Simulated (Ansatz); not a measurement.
# BBrF₂H₂OSi: basis-set convergence

Aim: see how fast density functionals converge with the basis set for BBrF₂H₂OSi.

Method: one geometry, several basis sets; program: Ansatz 0.2.0, Gaussian basis.

Plan: PBE0-D4/def2-SVP; ωB97M-V/def2-SVP; PBE0-D4/def2-QZVPP; ωB97M-V/def2-QZVPP; the functionals' def2-TZVPP values are taken from earlier runs.

**1. Structure used throughout**

An earlier PBE0-D4 in a triple-zeta def2 set relaxation fixed the geometry.

SMILES `BO[Si](F)(F)Br`, 8 atoms, charge 0, spin multiplicity 1.

Atoms are counted from 1 here; the program's logs count them from 0.

Bond lengths: B1–O2 1.356 Å, B1–H7 1.195 Å, B1–H8 1.198 Å, O2–Si3 1.613 Å, Si3–F4 1.570 Å, Si3–F5 1.570 Å, Si3–Br6 2.174 Å. Angles: O2–B1–H7 117.2°, O2–B1–H8 119.8°, H7–B1–H8 123.0°, B1–O2–Si3 139.1°, O2–Si3–F4 108.2°, O2–Si3–F5 108.2°, O2–Si3–Br6 113.5°, F4–Si3–F5 107.8°, F4–Si3–Br6 109.5°, F5–Si3–Br6 109.5°.

**2. PBE0-D4 in def2-SVP**

in.yaml reads:

```yaml
crystal:
  periodic: [false, false, false]
  atoms:
    - {symbol: B, position_ang: [-0.482470, -1.526863, 0.263979]}
    - {symbol: O, position_ang: [0.316083, -0.451646, 0.475891]}
    - {symbol: Si, position_ang: [0.499985, 1.055980, -0.068458]}
    - {symbol: F, position_ang: [0.364947, 2.036361, 1.150682]}
    - {symbol: F, position_ang: [1.956357, 1.196361, -0.638704]}
    - {symbol: Br, position_ang: [-0.937528, 1.603351, -1.604319]}
    - {symbol: H, position_ang: [-0.265605, -2.505251, 0.914553]}
    - {symbol: H, position_ang: [-1.359770, -1.465194, -0.549224]}
basis:
  gaussian: {orbitals: def2-SVP}
hamiltonian: {xc: pbe0, dispersion: d4}
output: {orbitals: {seedname: orbitals}}
```

Further steps of the session: ωB97M-V in def2-SVP; PBE0-D4 in def2-QZVPP; ωB97M-V in def2-QZVPP.

Q: Predict the results of all the runs planned. Wanted: PBE0-D4: double and triple zeta above quadruple; ωB97M-V: double and triple zeta above quadruple.

As calculated:

| quantity | value |
| --- | --- |
| PBE0-D4: double and triple zeta above quadruple | 24.08, 2.19 eV |
| ωB97M-V: double and triple zeta above quadruple | 24.12, 2.09 eV |

What this shows: PBE0-D4 gains 21.89 eV from double to triple zeta, then 2.19 eV more. Total energies overstate the basis error of differences, where much of it tends to cancel.
